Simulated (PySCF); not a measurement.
**CuS₂⁻: a ladder of methods**

Aim: at the PBE0 minimum of triplet CuS₂⁻, found before, compare methods on energies and levels.

Method: several methods, basis Cu def2-SVPD, S def2-SVPD, no relativity, density fitting; program: PySCF 2.14.0.

## 1. The starting structure

3 atoms, charge -1, spin multiplicity 3.

Bond lengths: Cu1–S2 2.113 Å, Cu1–S3 2.113 Å. Angles: S2–Cu1–S3 180.0°.

```xyz
3
charge -1 multiplicity 3
Cu    0.0000    0.0000    0.0000
S     0.0000    0.0000    2.1129
S     0.0000    0.0000   -2.1129
```

## 2. PBE0

The steps are one call of a driver around PySCF; scf.py gives each level's set-up. Each SCF starts from the density of the minimum. The driver also runs the species with one electron less or more at the same geometry (one less: multiplicity 4); their logs are not shown.

scf.py reads:

```python
from pyscf import gto, scf, dft
mol = gto.M(atom='''
Cu     0.000000     0.000000     0.000000
S      0.000000     0.000000     2.112945
S     -0.000000    -0.000000    -2.112945''',
    basis={'Cu': 'def2-SVPD', 'S': 'def2-SVPD'},
    charge=-1, spin=2)
mf = dft.UKS(mol, xc='PBE0')
mf.grids.atom_grid = (99, 590)
aux = {'Cu': 'def2-universal-JKFIT', 'S': 'def2-universal-JKFIT'}
mf = mf.density_fit(auxbasis=aux)
mf.kernel()
```

The log of the run:

```text
init E= -2436.00099448002
[... the frontier-level lines of each cycle are left out ...]
cycle= 1 E= -2436.0009944796  delta_E= 4.14e-10  |g|= 3.98e-05  |ddm|= 3.46e-05
cycle= 2 E= -2436.00099447329  delta_E= 6.31e-09  |g|= 0.000149  |ddm|= 0.000112
cycle= 3 E= -2436.00099448009  delta_E= -6.8e-09  |g|= 2.04e-06  |ddm|= 8.85e-05
cycle= 4 E= -2436.0009944801  delta_E= -1.09e-11  |g|= 7.32e-07  |ddm|= 4.01e-06
Extra cycle  E= -2436.00099448009  delta_E= 1e-11  |g|= 1.76e-06  |ddm|= 3.83e-06
converged SCF energy = -2436.00099448009  <S^2> = 2.0167179  2S+1 = 3.0111246
```

This level, with the species of one electron less or more, ran for 7.2 s (4 threads, shared host).

- energy: -2436.000994 Eh
- one electron less (charge +0): -2435.872908 Eh (quartet, ⟨S²⟩ 3.77)
- Mulliken charge of Cu1: +0.23 e

## 3. HF

scf.py: that of step 2 with these lines changed.

```diff
@@ -8,2 +8 @@
-mf = dft.UKS(mol, xc='PBE0')
-mf.grids.atom_grid = (99, 590)
+mf = scf.UHF(mol)
```

The log of the run:

```text
init E= -2433.55518912156
[... the frontier-level lines of each cycle are left out ...]
cycle= 1 E= -2433.58468340119  delta_E= -0.0295  |g|= 0.206  |ddm|= 0.399
cycle= 2 E= -2433.58654614327  delta_E= -0.00186  |g|= 0.244  |ddm|= 0.345
cycle= 3 E= -2433.60598019702  delta_E= -0.0194  |g|= 0.0436  |ddm|= 0.154
cycle= 4 E= -2433.61007234705  delta_E= -0.00409  |g|= 0.0182  |ddm|= 0.12
cycle= 5 E= -2433.61107062031  delta_E= -0.000998  |g|= 0.00856  |ddm|= 0.0521
cycle= 6 E= -2433.61130177038  delta_E= -0.000231  |g|= 0.00225  |ddm|= 0.0335
cycle= 7 E= -2433.61131546402  delta_E= -1.37e-05  |g|= 0.000904  |ddm|= 0.0099
cycle= 8 E= -2433.61131703694  delta_E= -1.57e-06  |g|= 0.000524  |ddm|= 0.0039
cycle= 9 E= -2433.61131769931  delta_E= -6.62e-07  |g|= 0.000336  |ddm|= 0.00288
cycle= 10 E= -2433.61131785455  delta_E= -1.55e-07  |g|= 0.000157  |ddm|= 0.00132
cycle= 11 E= -2433.61131787377  delta_E= -1.92e-08  |g|= 2.05e-05  |ddm|= 0.000472
cycle= 12 E= -2433.61131787469  delta_E= -9.24e-10  |g|= 8.39e-06  |ddm|= 9.81e-05
Extra cycle  E= -2433.61131787474  delta_E= -5.28e-11  |g|= 8.2e-06  |ddm|= 1.55e-05
converged SCF energy = -2433.61131787474  <S^2> = 2.0215062  2S+1 = 3.0143034
```

This level, with the species of one electron less or more, took 12 s.

```
energy                        : -2433.611318 Eh
one electron less (charge +0) : -2433.535571 Eh (quartet, ⟨S²⟩ 3.78)
Mulliken charge of Cu1        : +0.51 e
```

## 4. PBE

scf.py: that of step 3 with these lines changed.

```diff
@@ -8 +8,2 @@
-mf = scf.UHF(mol)
+mf = dft.UKS(mol, xc='PBE')
+mf.grids.atom_grid = (99, 590)
```

The log of the run:

```text
init E= -2435.94507771902
[... the frontier-level lines of each cycle are left out ...]
cycle= 1 E= -2435.86430532172  delta_E= 0.0808  |g|= 0.548  |ddm|= 0.624
cycle= 2 E= -2435.14710828907  delta_E= 0.717  |g|= 1.43  |ddm|= 1.51
cycle= 3 E= -2435.95644349487  delta_E= -0.809  |g|= 0.0526  |ddm|=  1.3
cycle= 4 E= -2435.95638484253  delta_E= 5.87e-05  |g|= 0.0469  |ddm|= 0.14
cycle= 5 E= -2435.95669691323  delta_E= -0.000312  |g|= 0.0443  |ddm|= 0.0977
cycle= 6 E= -2435.95698416877  delta_E= -0.000287  |g|= 0.0384  |ddm|= 0.0788
cycle= 7 E= -2435.95802165588  delta_E= -0.00104  |g|= 0.00348  |ddm|= 0.0442
cycle= 8 E= -2435.95802749118  delta_E= -5.84e-06  |g|= 0.00031  |ddm|= 0.00438
cycle= 9 E= -2435.95802758745  delta_E= -9.63e-08  |g|= 0.000466  |ddm|= 0.00177
cycle= 10 E= -2435.95802771551  delta_E= -1.28e-07  |g|= 5.11e-05  |ddm|= 0.000718
cycle= 11 E= -2435.95802771777  delta_E= -2.26e-09  |g|= 3.89e-05  |ddm|= 0.000175
cycle= 12 E= -2435.95802771825  delta_E= -4.82e-10  |g|= 4.69e-06  |ddm|= 2.3e-05
Extra cycle  E= -2435.95802771781  delta_E= 4.42e-10  |g|= 3.42e-05  |ddm|= 2.82e-05
converged SCF energy = -2435.95802771781  <S^2> = 2.0083145  2S+1 = 3.0055379
```

This level, with the species of one electron less or more, took 15 s.

```
energy                        : -2435.958028 Eh
one electron less (charge +0) : -2435.820693 Eh (quartet, ⟨S²⟩ 3.76)
Mulliken charge of Cu1        : +0.13 e
```

## 5. Comparison of the levels

| level | vertical ionisation energy (eV) | −ε(HOMO) (eV) | gap (eV) | wall time |
| --- | --- | --- | --- | --- |
| PBE0 | 3.49 | 1.84 | 2.42 | 7.2 s |
| HF | 2.06 | 4.33 | 8.96 | 12 s |
| PBE | 3.74 | 1.15 | 0.85 | 15 s |

Times are for 4 threads, shared host; PBE0 starts from its own converged density, so its time is not comparable. A dash stands where a species or a free atom was not run at that level, or the quantity is not defined.

## 6. What came out

| quantity | value |
| --- | --- |
| vertical ionisation energy, range | 2.06 (HF) to 3.74 (PBE) eV |
| orbital gap, range | 0.85 (PBE) to 8.96 (HF) eV |

**Reading.** The vertical ionisation energy spreads over 1.68 eV, from HF to PBE; without a CCSD(T) value for it there is no yardstick here. Open d and f shells are described by one determinant, and the ground state may have another occupation or spin.
